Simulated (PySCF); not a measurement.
# C2H5F3OSi: electronic excitations

What electronic excitations should C2H5F3OSi (`CO[SiH2]C(F)(F)F`) show?

Programs: PySCF 2.14.0, with density-fitted response routines of our own. Each step states its level of theory. These are calculated values for one molecule in the gas phase, unless marked as measured. Atoms count from 0, in the outputs and in this text.

## Step 1: Starting geometry

12 atoms, charge 0, multiplicity 1; geometry from: GFN2-xTB.

Bonds of the start (Å): C0–O1 1.40, O1–Si2 1.60, Si2–C3 1.93, C3–F4 1.35, C3–F5 1.35, C3–F6 1.35, C0–H7 1.09, C0–H8 1.09, C0–H9 1.09, Si2–H10 1.46, Si2–H11 1.46.

## Step 2: Ultraviolet spectrum: CAM-B3LYP/def2-SVPD

What the job is given:

```
{"job": {"kind": "uv", "xc": "CAM-B3LYP", "basis": "def2-SVPD", "nstates": 8, "ntriplets": 3}, "charge": 0, "multiplicity": 1}
C      2.089011    -0.316866    -0.220395
O      0.693659    -0.320781    -0.083680
Si    -0.280691     0.558506     0.837343
C     -1.996959    -0.178738     0.335369
F     -2.144494    -1.480519     0.646116
F     -2.278485    -0.071624    -0.976397
F     -2.996416     0.465468     0.977969
H      2.346011    -1.014646    -1.016750
H      2.448272     0.680290    -0.478177
H      2.563605    -0.633855     0.709351
H     -0.310810     1.978702     0.500844
H     -0.131504     0.333377     2.271817
```

Method: TDDFT CAM-B3LYP/def2-SVPD, vertical, gas phase, core orbitals frozen in the response.

Run with:

```bash
$ OMP_NUM_THREADS=1 python probes_run.py task.json out
```

One launch serves the whole session: the jobs run in the order shown.

Predict these results of the whole session: lowest singlet (CAM-B3LYP/def2-SVPD); brightest single state of those computed; lowest triplet.

As calculated:

| quantity | value |
| --- | --- |
| lowest singlet (CAM-B3LYP/def2-SVPD) | 7.25 eV (171 nm), f = 0.001 |
| brightest single state of those computed | state 8, 9.24 eV, f = 0.128 |
| lowest triplet | 6.92 eV |

The lowest singlet, at 7.25 eV, is HOMO→LUMO 0.92 and is dark; of the 8 states computed, the strongest absorption comes from state 8 at 9.24 eV (the last computed, so partners may be missing). The lowest triplet lies 0.33 eV below the lowest singlet (triplets in Tamm-Dancoff, singlets in full TDDFT).
